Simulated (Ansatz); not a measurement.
# Sn4S: the cost of one run

Program: Ansatz 0.2.0. Level of theory: DFT PBE, scalar-relativistic, plane waves, PAW. These are calculated values, not measurements.

2 further runs of the same task are left out: 2 that didn't finish.

## Step 1: Starting point

The structure is tetragonal, space group P4/mmm (No. 123). Conventional cell: a = 4.119 Å, b = 4.119 Å, c = 8.963 Å, α = 90.00°, β = 90.00°, γ = 90.00°. Around Sn (site symmetry 2mm) lie 5 Sn at 2.91 to 3.29 Å and 2 S at 3.50 Å. S (site symmetry 4/mmm) has 8 Sn at 3.50 Å as nearest neighbours.

Structure file:

```cif
data_structure
_symmetry_space_group_name_H-M 'P4/mmm'
_symmetry_Int_Tables_number 123
_cell_length_a 4.1192
_cell_length_b 4.1192
_cell_length_c 8.9627
_cell_angle_alpha 90.000
_cell_angle_beta 90.000
_cell_angle_gamma 90.000
_cell_volume 152.08
loop_
_atom_site_label
_atom_site_type_symbol
_atom_site_symmetry_multiplicity
_atom_site_Wyckoff_symbol
_atom_site_fract_x
_atom_site_fract_y
_atom_site_fract_z
_atom_site_occupancy
Sn1 Sn 4 i 0.00000 0.50000 0.31621 1
S1 S 1 a 0.00000 0.00000 0.00000 1
```

A structure generator made this guess: random cell by space group and Wyckoff sites (P4/mmm, No. 123). Its size is a rough estimate.

## Step 2: A first look at the guess

input.yaml reads:

```yaml
crystal:
  lattice:
    - [4.1192294, 0.0, 0.0]
    - [0.0, 4.1192294, 0.0]
    - [0.0, 0.0, 8.96274744]
  atoms:
    - { symbol: Sn, position: [0.0, 0.5, 0.31621409] }
    - { symbol: Sn, position: [0.5, 0.0, 0.31621409] }
    - { symbol: Sn, position: [0.0, 0.5, 0.68378591] }
    - { symbol: Sn, position: [0.5, 0.0, 0.68378591] }
    - { symbol: S, position: [0.0, 0.0, 0.0] }
basis:
  ecutwfc: 420
kpoints:
  mp_grid: { grid: [4, 4, 2] }
hamiltonian:
  xc: pbe
scf:
  occupations: { method: gaussian, width: 0.1 }
  lower_state_search: "off"
output:
  forces: true
  stress: true
  eigenvalues: true
```

Started as:

```sh
$ ansatz run input.yaml --threads 1 --pin off --max-ram 2560MiB --backend cpu --events-out ev --progress --plain --runs-dir out
```

**Question.** How long does this run take on 1 thread of Arm Neoverse V1, shared host, and how much memory does it need?

About 4.3 s, with a peak of 0.38 GiB.
